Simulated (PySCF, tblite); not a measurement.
# C38H14O2: electronic excitations, NMR shifts

Aim: compute the electronic excitations, NMR shifts of C38H14O2 (`O=c1cc2ccc3cc(=O)c4c5ccc6ccc7ccc8ccc9c%10ccc1c1c2c3c4c(c%101)c1c9c8c7c6c51`).

Programs: tblite 0.8.0 and PySCF 2.14.0, with routines of our own; each step states its level. All values are computed. Atoms count from 0.

## (1) The system as given

54 atoms, charge 0, multiplicity 1; geometry from: force field, distance geometry or constructed start.

## (2) Relaxing the molecule with GFN2-xTB

The job: settings as JSON, then the geometry in Å.

```
{"job": {"kind": "relax", "xc": "GFN2-xTB", "basis": "xTB"}, "charge": 0, "multiplicity": 1}
O      5.489400     3.753900    -0.055300
C      4.883800     2.690500    -0.004900
C      5.638800     1.420000     0.130000
C      5.003600     0.244100     0.185900
C      5.778700    -0.985500     0.320600
C      5.163600    -2.174800     0.378800
C      3.715500    -2.266400     0.324300
C      3.130800    -3.462700     0.394900
C      1.666200    -3.636900     0.344400
O      1.242900    -4.784800     0.415700
C      0.797200    -2.411400     0.213800
C     -0.627200    -2.502300     0.162800
C     -1.365200    -3.709700     0.228400
C     -2.750400    -3.756200     0.165700
C     -3.483100    -2.578500     0.049400
C     -4.879700    -2.632600     0.000600
C     -5.618500    -1.461800    -0.124400
C     -4.974000    -0.231400    -0.192700
C     -5.719300     0.948000    -0.309200
C     -5.075000     2.178800    -0.375300
C     -3.684300     2.256900    -0.323500
C     -3.053200     3.488500    -0.392200
C     -1.659900     3.568900    -0.332900
C     -0.843000     2.415200    -0.219700
C      0.587200     2.495800    -0.163000
C      1.290600     3.717900    -0.224300
C      2.684900     3.783600    -0.173900
C      3.410600     2.607500    -0.052600
C      2.765800     1.365400     0.010900
C      3.516800     0.191700     0.136600
C      2.870600    -1.058500     0.199400
C      1.457900    -1.157200     0.149100
C      0.695300     0.032300     0.025000
C      1.347300     1.296500    -0.038000
C     -0.716200    -0.036400    -0.030500
C     -1.479200     1.157300    -0.152400
C     -2.900600     1.080700    -0.207600
C     -3.554000    -0.163000    -0.139400
C     -2.795200    -1.352500    -0.015600
C     -1.377500    -1.295800     0.041800
H      6.712300     1.520500     0.170600
H      6.869900    -0.933900     0.362200
H      5.761200    -3.081500     0.471300
H      3.692900    -4.388900     0.485100
H     -0.877800    -4.674300     0.319300
H     -3.249200    -4.721600     0.217400
H     -5.400100    -3.584900     0.043700
H     -6.704000    -1.526500    -0.163700
H     -6.803400     0.914900    -0.354700
H     -5.678700     3.079400    -0.469400
H     -3.628900     4.398000    -0.482400
H     -1.236700     4.565400    -0.397700
H      0.781700     4.670600    -0.320400
H      3.184000     4.743200    -0.228000
```

Run with:

```bash
> OMP_NUM_THREADS=2 python large_run.py task.json out
```

The driver reads the jobs from task.json and runs them one after another.

Output:

```text
step      E/eV     max force
  0   -2633.14409    2.136
  1   -2633.39663    1.023
  2   -2633.46278    0.399
  3   -2633.49193    0.348
  4   -2633.52448    0.270
  5   -2633.54148    0.225
  6   -2633.55856    0.233
  7   -2633.56921    0.184
  8   -2633.57641    0.189
  9   -2633.58132    0.142
 10   -2633.58507    0.095
 11   -2633.58764    0.103
 12   -2633.58915    0.082
 13   -2633.59008    0.048
 14   -2633.59074    0.039
 15   -2633.59128    0.043
 16   -2633.59174    0.034
 17   -2633.59207    0.028
 18   -2633.59224    0.020
```

Run time: 1.3 s. Hardware: 2 threads of AMD EPYC 9R45, shared host; peak memory 0.18 GiB.

The steps of the relaxation:

```tsv
step	energy from step 0 (eV)	largest force (eV/Å)
0	0.0000	2.1353
1	-0.2525	1.0223
2	-0.3187	0.3996
3	-0.3478	0.3480
4	-0.3804	0.2696
5	-0.3974	0.2252
6	-0.4145	0.2334
7	-0.4251	0.1836
8	-0.4323	0.1890
9	-0.4372	0.1423
10	-0.4410	0.0952
11	-0.4436	0.1027
12	-0.4451	0.0818
13	-0.4460	0.0473
14	-0.4467	0.0390
15	-0.4472	0.0434
16	-0.4477	0.0341
17	-0.4480	0.0283
18	-0.4482	0.0199
```

Close pairs (by a distance rule), those that changed most:

```tsv
bond	before (Å)	after (Å)	change (Å)
C3–C29	1.489	1.446	-0.043
C6–C30	1.479	1.440	-0.039
C1–C2	1.484	1.449	-0.035
C18–C19	1.391	1.358	-0.032
C21–C22	1.397	1.366	-0.031
C12–C13	1.387	1.358	-0.030
C8–C10	1.508	1.479	-0.029
C7–C8	1.476	1.450	-0.026
```

The next job starts from the end point, and lists it.

## (3) Electronic excitations: TDDFT PBE0/6-31G*

The job: settings as JSON, then the geometry in Å.

```
{"job": {"kind": "uv", "basis": "6-31G*", "grid": 1, "kgrid": 0, "vcut": 1.5, "nstates": 6, "ntriplets": 2, "tda": false, "delta": [], "pop": true, "xc": "PBE0"}, "charge": 0, "multiplicity": 1}
O      5.454168     3.787812    -0.060400
C      4.877842     2.708222    -0.001454
C      5.591585     1.453285     0.125260
C      4.961861     0.247726     0.190000
C      5.721809    -0.966802     0.313670
C      5.111692    -2.160579     0.376836
C      3.678256    -2.268448     0.324937
C      3.064313    -3.476197     0.390344
C      1.626221    -3.654196     0.344697
O      1.184011    -4.799128     0.414204
C      0.808205    -2.427987     0.217541
C     -0.610124    -2.488349     0.162542
C     -1.325794    -3.714859     0.225574
C     -2.681438    -3.764007     0.172077
C     -3.455199    -2.587498     0.050310
C     -4.863488    -2.627644    -0.005230
C     -5.594035    -1.481599    -0.121870
C     -4.957263    -0.225769    -0.190738
C     -5.702418     0.973084    -0.312268
C     -5.079206     2.178311    -0.376914
C     -3.665967     2.269587    -0.324680
C     -3.003000     3.505844    -0.389617
C     -1.639480     3.573816    -0.338056
C     -0.841179     2.419348    -0.218098
C      0.596980     2.486023    -0.162992
C      1.282496     3.704528    -0.226432
C      2.654810     3.760704    -0.173769
C      3.408468     2.598419    -0.054082
C      2.761243     1.355975     0.012749
C      3.519848     0.156343     0.135850
C      2.883842    -1.073523     0.201483
C      1.454590    -1.177554     0.149537
C      0.696964     0.022451     0.027046
C      1.346602     1.286695    -0.041116
C     -0.713428    -0.036694    -0.027692
C     -1.476994     1.164619    -0.150374
C     -2.892596     1.092805    -0.204488
C     -3.546521    -0.161216    -0.137192
C     -2.785321    -1.348912    -0.015505
C     -1.364945    -1.288385     0.039724
H      6.670031     1.511609     0.166939
H      6.797592    -0.881994     0.353390
H      5.676918    -3.076163     0.469070
H      3.638323    -4.387353     0.483068
H     -0.769829    -4.630381     0.319277
H     -3.191039    -4.715529     0.222442
H     -5.353598    -3.589080     0.047967
H     -6.673279    -1.518177    -0.163349
H     -6.780146     0.906016    -0.351808
H     -5.649352     3.091857    -0.469212
H     -3.588824     4.409311    -0.482043
H     -1.176776     4.545114    -0.391247
H      0.739716     4.630226    -0.318553
H      3.177996     4.703868    -0.223352
```

Level: TDDFT PBE0/6-31G*, vertical, gas phase, core orbitals frozen in the response, virtual orbitals cut by energy.

Output:

```text
start: PBE on a coarse grid of 48468 points
cycle   1  E = -1605.1394159807  dE =  8.103e+00  |g| = 1.365e+00  |ddm| = 1.198e+01
cycle   2  E = -1599.0085922371  dE =  6.131e+00  |g| = 4.226e+00  |ddm| = 8.651e+00
cycle   3  E = -1604.8603956586  dE = -5.852e+00  |g| = 1.489e+00  |ddm| = 8.099e+00
cycle   4  E = -1605.5119929799  dE = -6.516e-01  |g| = 4.819e-01  |ddm| = 2.261e+00
cycle   5  E = -1605.3899410636  dE =  1.221e-01  |g| = 7.300e-01  |ddm| = 1.620e+00
cycle   6  E = -1605.5617020009  dE = -1.718e-01  |g| = 2.405e-01  |ddm| = 1.207e+00
cycle   7  E = -1605.5740039444  dE = -1.230e-02  |g| = 1.264e-01  |ddm| = 4.337e-01
cycle   8  E = -1605.5728812834  dE =  1.123e-03  |g| = 1.327e-01  |ddm| = 3.218e-01
cycle   9  E = -1605.5793583730  dE = -6.477e-03  |g| = 3.581e-02  |ddm| = 2.111e-01
cycle  10  E = -1605.5797559202  dE = -3.975e-04  |g| = 6.494e-03  |ddm| = 5.429e-02
final grid: 214972 points
cycle  11  E = -1605.2504039836  dE = -1.766e-02  |g| = 9.291e-02  |ddm| = 2.673e+00
cycle  12  E = -1605.2451682197  dE =  5.236e-03  |g| = 1.818e-01  |ddm| = 3.375e-01
cycle  13  E = -1605.2524195507  dE = -7.251e-03  |g| = 2.875e-02  |ddm| = 2.619e-01
cycle  14  E = -1605.2526023313  dE = -1.828e-04  |g| = 8.776e-03  |ddm| = 4.716e-02
cycle  15  E = -1605.2526163383  dE = -1.401e-05  |g| = 5.089e-03  |ddm| = 1.711e-02
cycle  16  E = -1605.2526237922  dE = -7.454e-06  |g| = 2.357e-03  |ddm| = 9.461e-03
cycle  17  E = -1605.2526257024  dE = -1.910e-06  |g| = 7.068e-04  |ddm| = 3.980e-03
cycle  18  E = -1605.2526260042  dE = -3.018e-07  |g| = 2.340e-04  |ddm| = 1.322e-03
cycle  19  E = -1605.2526251116  dE =  8.925e-07  |g| = 6.600e-05  |ddm| = 4.747e-04
converged SCF energy = -1605.2526251116

Static polarisability (au): isotropic 488.781, principal 106.973 584.477 774.893

Singlet excitations
state   eV       nm        f      main configurations
  1   1.6607    746.6   0.01641   H->L 0.93
  2   2.1211    584.5   0.15701   H-1->L 0.84, H-2->L 0.13
  3   2.2132    560.2   0.00001   H-3->L 0.96
  4   2.3510    527.4   0.00000   H-5->L 0.95
  5   2.6557    466.9   0.25109   H-2->L 0.70, H-1->L 0.11
  6   2.7937    443.8   0.00696   H-4->L 0.94

Triplet excitations (Tamm-Dancoff, eV): 1.1783 1.3604
```

Run time: 80 s. Hardware: 2 threads of AMD EPYC 9R45, shared host; peak memory 1.9 GiB.

Frontier orbitals and where they lie:

```tsv
orbital	eV	atoms
HOMO−4	-7.13	C19 10 %, C5 8 %, C28 7 %
HOMO−3	-7.00	O9 64 %, C7 7 %, C10 7 %
HOMO−2	-6.43	C7 20 %, C2 16 %, O9 11 %
HOMO−1	-6.18	C15 9 %, C13 7 %, C22 7 %
HOMO	-5.88	C10 10 %, C12 8 %, C23 7 %
LUMO	-3.61	O0 10 %, O9 10 %, C2 10 %
LUMO+1	-1.96	C32 7 %, C21 7 %, C10 6 %
LUMO+2	-1.78	C16 6 %, C20 6 %, C18 6 %
LUMO+3	-1.05	C33 11 %, C37 9 %, C29 7 %
```

With each of the 6 states as a Gaussian band of 0.4 eV half-width at 1/e, the curve within the window shown has maxima at 481 nm (ε 12,000) L/(mol cm). Beyond the last state computed it falls off for lack of states. The curve at chosen wavelengths:

nm, ε (L/mol/cm) and a bar:
```
      401       3243 ########
      432       8057 #####################
      462      11246 #############################
      493      11580 ##############################
      524      10517 ###########################
      555       9350 ########################
      585       8246 #####################
      616       6998 ##################
      647       5679 ###############
      677       4471 ###########
      708       3403 #########
      739       2556 ######
      770       1913 #####
      800       1450 ####
      831       1096 ###
      862        836 ##
      893        642 #
      923        500 #
      954        389 #
      985        304 #
     1015        240 
     1046        189 
     1077        149 
     1108        118 
     1138         95 
     1169         76
```

Ground-state properties from the same run:

```tsv
property	computed
dipole moment (D)	3.46
polarisability (Å³)	72.43
HOMO–LUMO gap (eV)	2.27
−ε(HOMO) (eV)	5.88
```

## (4) NMR shifts: GIAO KT3/pcSseg-1

The job, as its differences from that of step 3:

```diff
@@ -1,2 +1,2 @@
-{"job": {"kind": "uv", "basis": "6-31G*", "grid": 1, "kgrid": 0, "vcut": 1.5, "nstates": 6, "ntriplets": 2, "tda": false, "delta": [], "pop": true, "xc": "PBE0"}, "charge": 0, "multiplicity": 1}
+{"job": {"kind": "nmr", "xc": "KT3", "basis": "pcSseg-1", "pop": false}, "charge": 0, "multiplicity": 1}
 O      5.454168     3.787812    -0.060400
```

Method: GIAO KT3/pcSseg-1 NMR shielding, non-relativistic, gas phase.

Output:

```text
nearly dependent basis: matrix products in double precision
start: PBE on a coarse grid of 48468 points
cycle   1  E = -1604.1948522678  dE =  8.063e+00  |g| = 1.369e+00  |ddm| = 1.234e+01
cycle   2  E = -1598.1962457682  dE =  5.999e+00  |g| = 4.240e+00  |ddm| = 1.630e+01
cycle   3  E = -1603.8932827881  dE = -5.697e+00  |g| = 1.518e+00  |ddm| = 1.587e+01
cycle   4  E = -1604.5481729770  dE = -6.549e-01  |g| = 4.834e-01  |ddm| = 3.200e+00
cycle   5  E = -1604.4084786551  dE =  1.397e-01  |g| = 7.617e-01  |ddm| = 1.900e+00
cycle   6  E = -1604.5950078721  dE = -1.865e-01  |g| = 2.470e-01  |ddm| = 1.380e+00
cycle   7  E = -1604.6086931378  dE = -1.369e-02  |g| = 1.213e-01  |ddm| = 5.146e-01
cycle   8  E = -1604.6066333300  dE =  2.060e-03  |g| = 1.370e-01  |ddm| = 3.343e-01
cycle   9  E = -1604.6132022785  dE = -6.569e-03  |g| = 4.003e-02  |ddm| = 2.325e-01
cycle  10  E = -1604.6136982376  dE = -4.960e-04  |g| = 7.035e-03  |ddm| = 6.840e-02
final grid: 455106 points
cycle  11  E = -1633.2226998796  dE = -8.273e-02  |g| = 2.097e-01  |ddm| = 3.909e+00
cycle  12  E = -1633.1265287242  dE =  9.617e-02  |g| = 6.852e-01  |ddm| = 1.893e+00
cycle  13  E = -1633.2291073264  dE = -1.026e-01  |g| = 7.874e-02  |ddm| = 1.625e+00
cycle  14  E = -1633.2296701318  dE = -5.628e-04  |g| = 6.547e-02  |ddm| = 1.979e-01
cycle  15  E = -1633.2308877512  dE = -1.218e-03  |g| = 3.252e-02  |ddm| = 1.398e-01
cycle  16  E = -1633.2312726522  dE = -3.849e-04  |g| = 7.112e-03  |ddm| = 5.552e-02
cycle  17  E = -1633.2312844170  dE = -1.176e-05  |g| = 3.129e-03  |ddm| = 1.640e-02
cycle  18  E = -1633.2312867794  dE = -2.362e-06  |g| = 1.190e-03  |ddm| = 6.681e-03
cycle  19  E = -1633.2312871662  dE = -3.868e-07  |g| = 4.190e-04  |ddm| = 2.725e-03
cycle  20  E = -1633.2312872116  dE = -4.539e-08  |g| = 1.454e-04  |ddm| = 8.962e-04
cycle  21  E = -1633.2312872160  dE = -4.375e-09  |g| = 7.963e-05  |ddm| = 4.066e-04
converged SCF energy = -1633.2312872160

GIAO shielding tensors (ppm)
atom      isotropic    diamagn.    paramagn.     s11        s22        s33       span
  0 O     -308.806     404.040    -712.846   -984.126   -308.418    366.124   1350.250
  1 C       11.302     243.107    -231.805    -61.446    -10.595    105.948    167.394
  2 C       63.107     253.289    -190.182     -5.717     70.152    124.886    130.603
  3 C       50.610     240.042    -189.432    -35.357     29.671    157.518    192.875
  4 C       55.710     246.198    -190.488    -30.936     54.283    143.783    174.719
  5 C       55.595     241.394    -185.798    -31.358     54.015    144.129    175.488
  6 C       53.006     249.789    -196.783    -31.741     33.206    157.554    189.295
  7 C       59.510     257.455    -197.946     -7.366     68.216    117.679    125.045
  8 C        6.028     246.200    -240.172    -60.649    -17.512     96.246    156.895
  9 O     -328.012     409.105    -737.117  -1022.894   -292.188    331.045   1353.939
 10 C       73.148     256.451    -183.303      6.885     42.984    169.576    162.690
 11 C       61.921     243.840    -181.920     -5.194     11.028    179.927    185.121
 12 C       61.074     235.185    -174.111    -26.840     34.067    175.994    202.833
 13 C       56.598     253.148    -196.550    -37.897     54.433    153.259    191.155
 14 C       63.197     246.842    -183.645     -1.735      2.636    188.689    190.424
 15 C       63.460     243.214    -179.755    -23.570     56.053    157.897    181.467
 16 C       62.743     248.108    -185.365    -25.262     56.070    157.420    182.682
 17 C       61.993     238.764    -176.771     -2.240      2.141    186.079    188.319
 18 C       61.886     247.375    -185.488    -25.774     57.239    154.194    179.968
 19 C       63.427     242.745    -179.318    -23.841     59.636    154.486    178.327
 20 C       61.328     247.135    -185.806     -4.176      2.029    186.131    190.307
 21 C       61.694     252.222    -190.528    -26.497     55.306    156.273    182.770
 22 C       69.301     240.622    -171.321    -23.028     57.385    173.548    196.576
 23 C       63.996     246.666    -182.670     -3.794     19.577    176.205    180.000
 24 C       60.397     246.021    -185.624    -12.238     16.599    176.831    189.069
 25 C       67.286     243.722    -176.436    -24.002     52.582    173.278    197.280
 26 C       63.995     252.948    -188.952    -30.763     39.510    183.239    214.001
 27 C       65.317     252.752    -187.435    -12.147     42.868    165.229    177.376
 28 C       65.549     238.130    -172.582     -0.080     19.357    177.370    177.450
 29 C       62.115     243.125    -181.010     -4.101     20.235    170.212    174.314
 30 C       62.107     239.669    -177.562     -2.485     18.762    170.043    172.529
 31 C       66.061     244.520    -178.458     -1.084     21.897    177.371    178.456
 32 C       71.585     240.134    -168.549     10.511     14.482    189.763    179.252
 33 C       69.623     245.099    -175.477      8.238     11.426    189.205    180.967
 34 C       66.552     240.974    -174.422      0.505     10.763    188.387    187.883
 35 C       69.465     245.548    -176.083      2.781     17.448    188.167    185.386
 36 C       69.208     240.586    -171.378      4.594     10.340    192.691    188.097
 37 C       69.398     244.589    -175.191      5.099      9.592    193.502    188.404
 38 C       70.572     240.633    -170.061      3.723     14.793    193.202    189.479
 39 C       68.963     248.186    -179.223      3.309      8.699    194.880    191.571
 40 H       25.547      30.885      -5.338     22.441     24.565     29.634      7.193
 41 H       24.989      29.795      -4.806     22.341     25.305     27.321      4.980
 42 H       24.989      30.344      -5.355     22.232     25.324     27.411      5.179
 43 H       25.470      34.821      -9.351     22.079     24.549     29.782      7.702
 44 H       19.578      35.775     -16.197      6.596     23.675     28.461     21.865
 45 H       22.786      32.737      -9.950     15.713     24.822     27.823     12.110
 46 H       22.993      30.847      -7.855     15.789     25.451     27.738     11.949
 47 H       22.952      30.035      -7.084     15.787     25.394     27.675     11.888
 48 H       23.077      29.745      -6.668     16.081     25.447     27.703     11.622
 49 H       23.122      30.444      -7.323     16.097     25.449     27.820     11.723
 50 H       22.864      32.817      -9.953     15.459     25.268     27.863     12.404
 51 H       22.016      39.891     -17.875     12.251     24.621     29.178     16.927
 52 H       22.076      41.047     -18.971     12.820     24.259     29.149     16.329
 53 H       22.505      33.100     -10.595     15.280     25.210     27.024     11.744
```

Wall time 60 s (2 threads of AMD EPYC 9R45, shared host); peak memory 1.7 GiB.

The references, computed at this level on geometries of the same kind, shield at (ppm): $^{1}$H TMS 31.76, $^{13}$C TMS 184.7, $^{17}$O H2O 330.8. Their shielding less the atom's gives the shift. The references are single molecules in the gas phase, so shifts against H2O, NH3, PH3, H3PO4 or CFCl3 are not on the usual liquid scales and can be off by tens of ppm.

```tsv
atoms	environment	σ (ppm)	δ (ppm)
C8	ring carbonyl carbon	6.0	178.7
C1	ring carbonyl carbon	11.3	173.4
C3	ring-fusion aromatic carbon	50.6	134.1
C6	ring-fusion aromatic carbon	53.0	131.7
C5	aromatic CH	55.6	129.1
C4	aromatic CH	55.7	129.0
C13	aromatic CH	56.6	128.1
C7	aromatic CH	59.5	125.2
C24	ring-fusion aromatic carbon	60.4	124.3
C12	aromatic CH	61.1	123.6
C20	ring-fusion aromatic carbon	61.3	123.4
C21	aromatic CH	61.7	123.0
C18	aromatic CH	61.9	122.8
C11	ring-fusion aromatic carbon	61.9	122.8
C17	ring-fusion aromatic carbon	62.0	122.7
C30	ring-fusion aromatic carbon	62.1	122.6
C29	ring-fusion aromatic carbon	62.1	122.6
C16	aromatic CH	62.7	122.0
C2	aromatic CH	63.1	121.6
C14	ring-fusion aromatic carbon	63.2	121.5
C19	aromatic CH	63.4	121.3
C15	aromatic CH	63.5	121.3
C26	aromatic CH	64.0	120.7
C23	ring-fusion aromatic carbon	64.0	120.7
C27	ring-fusion aromatic carbon	65.3	119.4
C28	ring-fusion aromatic carbon	65.5	119.2
C31	ring-fusion aromatic carbon	66.1	118.7
C34	ring-fusion aromatic carbon	66.6	118.2
C25	aromatic CH	67.3	117.4
C39	ring-fusion aromatic carbon	69.0	115.8
C36	ring-fusion aromatic carbon	69.2	115.5
C22	aromatic CH	69.3	115.4
C37	ring-fusion aromatic carbon	69.4	115.3
C35	ring-fusion aromatic carbon	69.5	115.3
C33	ring-fusion aromatic carbon	69.6	115.1
C38	ring-fusion aromatic carbon	70.6	114.1
C32	ring-fusion aromatic carbon	71.6	113.1
C10	ring-fusion aromatic carbon	73.1	111.6
H44	hydrogen on an aromatic CH	19.58	12.18
H51	hydrogen on an aromatic CH	22.02	9.74
```

Ring of atoms C1, C2, C3, C27, C28, C29: NICS(0) 10.7, NICS(1) 4.0, NICS(1)zz 18.2 ppm (means of both faces).

Ring of atoms C3, C4, C5, C6, C29, C30: NICS(0) 6.3, NICS(1) 1.4, NICS(1)zz 12.0 ppm (means of both faces).

Ring of atoms C6, C7, C8, C10, C30, C31: NICS(0) 11.0, NICS(1) 4.5, NICS(1)zz 20.0 ppm (means of both faces).

## (5) Summary of results

| quantity | value |
| --- | --- |
| lowest singlet (PBE0/6-31G*) | 1.66 eV (747 nm), f = 0.016 |
| brightest single state of those computed | state 5, 2.66 eV, f = 0.251 |
| lowest triplet | 1.18 eV |
| $^{13}$C shifts against TMS (KT3/pcSseg-1) | 178.7, 173.4, 134.1, 131.7, 129.1, 129.0, 128.1, 125.2, 124.3, 123.6, 123.4, 123.0, 122.8, 122.8 ppm and more |
| $^{1}$H shifts against TMS (KT3/pcSseg-1) | 12.18, 9.74, 9.68, 9.26, 8.97, 8.90, 8.81, 8.77, 8.68, 8.64, 6.77, 6.77, 6.29, 6.21 ppm |
| $^{17}$O shifts against H2O (KT3/pcSseg-1) | 658.8, 639.6 ppm |

What this shows: The lowest singlet, at 1.66 eV, is HOMO→LUMO 0.93 and is weak; of the 6 states computed, the strongest absorption comes from state 5 at 2.66 eV. State 1 absorbs in the visible (747 nm). The lowest triplet lies 0.48 eV below the lowest singlet (triplets in Tamm-Dancoff, singlets in full TDDFT). NICS(1)zz of 18 ppm above the planar ring from C1 marks a paratropic (antiaromatic) ring current. NICS(1)zz of 20 ppm above the planar ring from C6 marks a paratropic (antiaromatic) ring current.
